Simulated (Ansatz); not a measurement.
# C2H7AlTe: small, medium and large basis sets

An exercise on one series of results from a longer session: the logs are not shown, and one member is left open.

Method: one geometry, several basis sets; program: Ansatz 0.2.0, Gaussian basis.

The runs, in order: PBE0-D4/def2-SVP; ωB97M-V/def2-SVP; PBE0-D4/def2-QZVPP; ωB97M-V/def2-QZVPP; the functionals' def2-TZVPP values are taken from earlier runs.

### The geometry

The geometry comes from an earlier relaxation with PBE0-D4 in a triple-zeta def2 set; it is a stationary point, not always the lowest conformer. Te takes the def2 core potential; no spin-orbit term is included.

SMILES `[CH3][Al]([CH3])[TeH]`, 11 atoms, charge 0, spin multiplicity 1.

Atoms are counted from 1 here; the program's logs count them from 0.

Bond lengths: C1–Al2 1.950 Å, C1–H5 1.095 Å, C1–H6 1.095 Å, C1–H7 1.092 Å, Al2–C3 1.951 Å, Al2–Te4 2.542 Å, C3–H8 1.095 Å, C3–H9 1.095 Å, C3–H10 1.092 Å, Te4–H11 1.657 Å. Angles: Al2–C1–H5 110.7°, Al2–C1–H6 110.3°, Al2–C1–H7 113.0°, H5–C1–H6 106.7°, H5–C1–H7 108.1°, H6–C1–H7 107.8°, C1–Al2–C3 123.5°, C1–Al2–Te4 119.9°, C3–Al2–Te4 116.6°, Al2–C3–H8 110.6°, Al2–C3–H9 110.5°, Al2–C3–H10 113.1°, H8–C3–H9 106.6°, H8–C3–H10 107.9°, H9–C3–H10 107.8°, Al2–Te4–H11 91.7°.

Set-up of the first run:

Contents of in.yaml:

```yaml
crystal:
  periodic: [false, false, false]
  atoms:
    - {symbol: C, position_ang: [-0.222653, 1.396147, -0.924520]}
    - {symbol: Al, position_ang: [-0.104466, -0.326633, -0.018417]}
    - {symbol: C, position_ang: [0.951762, -0.624966, 1.594332]}
    - {symbol: Te, position_ang: [-1.378269, -2.328300, -0.931768]}
    - {symbol: H, position_ang: [0.776251, 1.789149, -1.140122]}
    - {symbol: H, position_ang: [-0.717986, 2.130384, -0.280052]}
    - {symbol: H, position_ang: [-0.778043, 1.346530, -1.862936]}
    - {symbol: H, position_ang: [0.646382, 0.064040, 2.388799]}
    - {symbol: H, position_ang: [2.011860, -0.429952, 1.400188]}
    - {symbol: H, position_ang: [0.865458, -1.642425, 1.981516]}
    - {symbol: H, position_ang: [-1.984898, -1.430872, -2.186319]}
basis:
  gaussian: {orbitals: def2-SVP}
hamiltonian: {xc: pbe0, dispersion: d4}
output: {orbitals: {seedname: orbitals}}
```

The run is started by

```sh
> ansatz run in.yaml --threads 4 --pin off --events-out ev --progress --plain --max-ram 10444MiB
```

Among the steps run: PBE0-D4 in def2-SVP; ωB97M-V in def2-SVP; PBE0-D4 in def2-QZVPP; ωB97M-V in def2-QZVPP.

One table of the session follows, with a row left open; its other results are not shown here.

It belongs to the step «Functionals by basis». 

```
functional       basis  HOMO (eV)
   PBE0-D4    def2-SVP      -6.45
   PBE0-D4  def2-TZVPP      -6.54
   PBE0-D4  def2-QZVPP      -6.55
   ωB97M-V    def2-SVP      -8.46
   ωB97M-V  def2-TZVPP          ?
   ωB97M-V  def2-QZVPP      -8.59
```

Q: Estimate the row for ωB97M-V, def2-TZVPP from the others.

As computed: HOMO (eV): -8.57. In the column «HOMO (eV)» it lies between ωB97M-V, def2-QZVPP (-8.59) and ωB97M-V, def2-SVP (-8.46).
